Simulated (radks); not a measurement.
# Valence configurations of Kr⁺

Aim: which of several valence configurations of Kr⁺ lies lowest at this level, and whether it is the one NIST lists ([Ar] 3d10 4s2 4p5).

The numbers are computed with radks (a radial shooting solver on a logarithmic mesh, Libxc functionals) version 1 (scalar-relativistic Kohn-Sham, BLYP, spin-unpolarised, spherical densities, finite nucleus), except any that are marked as measured or tabulated.

## 1. What is computed

- element: krypton (Z = 36)
- charge: +1
- electrons: 35
- configuration: [Ar] 3d10 4s2 4p5
- nuclear rms radius: 4.1884 fm
- others tried: 3d9 4s2 4p6; 3d10 4s1 4p6; 3d10 4s1.5 4p5.5; 3d9.5 4s2 4p5.5

Outer shells as boxes (Hund's rule):

Kr⁺
```
[Ar] core
3d [↑↓][↑↓][↑↓][↑↓][↑↓]
4s [↑↓]
4p [↑↓][↑↓][↑ ]
```

## 2. [Ar] 3d10 4s2 4p5

The run's settings:

```text
Z 36
configuration [Ar] 3d10 4s2 4p5
relativity scalar-relativistic
functional b88,lyp
spin unpolarised
nucleus finite rms 4.1884 fm
c 137.035999084
```

## 3. [Ar] 3d9 4s2 4p6

The run's settings:

```text
Z 36
configuration [Ar] 3d9 4s2 4p6
relativity scalar-relativistic
functional b88,lyp
spin unpolarised
nucleus finite rms 4.1884 fm
c 137.035999084
```

## 4. [Ar] 3d10 4s1 4p6

Settings, as their differences from step 3:

```diff
@@ -1,3 +1,3 @@
 Z 36
-configuration [Ar] 3d9 4s2 4p6
+configuration [Ar] 3d10 4s1 4p6
 relativity scalar-relativistic
```

## 5. [Ar] 3d10 4s1.5 4p5.5

The run's settings:

```text
Z 36
configuration [Ar] 3d10 4s1.5 4p5.5
relativity scalar-relativistic
functional b88,lyp
spin unpolarised
nucleus finite rms 4.1884 fm
c 137.035999084
```

## 6. [Ar] 3d9.5 4s2 4p5.5

The run's settings:

```text
Z 36
configuration [Ar] 3d9.5 4s2 4p5.5
relativity scalar-relativistic
functional b88,lyp
spin unpolarised
nucleus finite rms 4.1884 fm
c 137.035999084
```

**Question.** What will these runs give? Wanted: for each run, valence; E − E(NIST configuration); highest level; its energy; 1s shift.

As calculated:

```
         valence  E − E(NIST configuration) (eV)  highest level  its energy (eV)  1s shift (eV)
    3d10 4s2 4p5                           0.000             4p          -19.382          +0.00
3d10 4s1.5 4p5.5                           7.254             4p          -19.702          -0.78
    3d10 4s1 4p6                          14.548             4p          -20.015          -1.56
 3d9.5 4s2 4p5.5                          38.341             4p          -20.299          -8.30
     3d9 4s2 4p6                          79.637             4p          -21.211         -16.81
```

What this shows: Theory agrees with NIST among these: the next, 3d10 4s1.5 4p5.5, lies 7.254 eV higher. The energies are those of spherical spin-averaged densities, not of single terms. The 1s eigenvalue shifts by up to 16.81 eV as the valence charge is rearranged.
